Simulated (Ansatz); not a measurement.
**Si₂H₃Cl₃: one species, many methods**

An exercise on one series of results from a longer session: the logs are not shown, and one member is left open.

Method: functionals in def2-TZVPP, the program's frozen cores in correlated methods; program: Ansatz 0.2.0, Gaussian basis.

Plan: PBE-D4, r2SCAN-D4, PBE0-D4, B3LYP-D4, ωB97X-V, ωB97M-V, B2PLYP; CCSD(T)/def2-TZVPP; MP2/def2-QZVPP; extrapolation to the limit.

**The geometry**

All runs share one geometry, relaxed beforehand with PBE0-D4 in a triple-zeta def2 set.

SMILES `Cl[SiH2][SiH](Cl)Cl`, 8 atoms, charge 0, spin multiplicity 1.

Atoms are counted from 1 here; the program's logs count them from 0.

Bond lengths: Cl1–Si2 2.052 Å, Si2–Si3 2.341 Å, Si2–H6 1.484 Å, Si2–H7 1.484 Å, Si3–Cl4 2.047 Å, Si3–Cl5 2.047 Å, Si3–H8 1.481 Å. Angles: Cl1–Si2–Si3 107.6°, Cl1–Si2–H6 108.9°, Cl1–Si2–H7 108.9°, Si3–Si2–H6 110.7°, Si3–Si2–H7 110.7°, H6–Si2–H7 110.0°, Si2–Si3–Cl4 108.6°, Si2–Si3–Cl5 108.6°, Si2–Si3–H8 114.3°, Cl4–Si3–Cl5 109.8°, Cl4–Si3–H8 107.7°, Cl5–Si3–H8 107.7°.

Set-up of the first run:

in.yaml reads:

```yaml
crystal:
  periodic: [false, false, false]
  atoms:
    - {symbol: Cl, position_ang: [-2.063825, 0.317291, 1.520529]}
    - {symbol: Si, position_ang: [-0.038904, 0.297732, 1.187881]}
    - {symbol: Si, position_ang: [0.303239, -0.253625, -1.061891]}
    - {symbol: Cl, position_ang: [-0.506602, -2.100525, -1.413219]}
    - {symbol: Cl, position_ang: [-0.632115, 1.145219, -2.227389]}
    - {symbol: H, position_ang: [0.585090, -0.714058, 2.075585]}
    - {symbol: H, position_ang: [0.511139, 1.642844, 1.486711]}
    - {symbol: H, position_ang: [1.726978, -0.300479, -1.468107]}
basis:
  gaussian: {orbitals: def2-TZVPP}
hamiltonian: {xc: pbe, dispersion: d4}
output: {forces: true, orbitals: {seedname: orbitals}}
```

The run is started by

```sh
$ ansatz run in.yaml --threads 4 --pin off --events-out ev --progress --plain --max-ram 10444MiB
```

Steps of the session up to this table: PBE-D4 (GGA); r2SCAN-D4 (meta-GGA); PBE0-D4 (hybrid); B3LYP-D4 (hybrid); ωB97X-V (range-separated); ωB97M-V (range-separated); B2PLYP (double hybrid); CCSD(T) in def2-TZVPP; MP2 in def2-QZVPP.

One table of the session follows, with a row left open; its other results are not shown here.

```
            method  atomisation energy (kJ/mol)
            PBE-D4                       2429.5
         r2SCAN-D4                       2443.2
           PBE0-D4                       2417.9
          B3LYP-D4                       2393.7
           ωB97X-V                       2452.7
           ωB97M-V                       2438.7
            B2PLYP                       2366.7
     HF/def2-TZVPP                       1833.9
    MP2/def2-TZVPP                       2396.8
   CCSD/def2-TZVPP                       2305.7
CCSD(T)/def2-TZVPP                       2344.8
           MP2/CBS                       2484.9
       CCSD(T)/CBS                            ?
```

**Question.** Estimate the row for CCSD(T)/CBS.

The run gave: atomisation energy (kJ/mol): 2433.0. In the column «atomisation energy (kJ/mol)» it lies between PBE-D4 (2429.5) and ωB97M-V (2438.7).
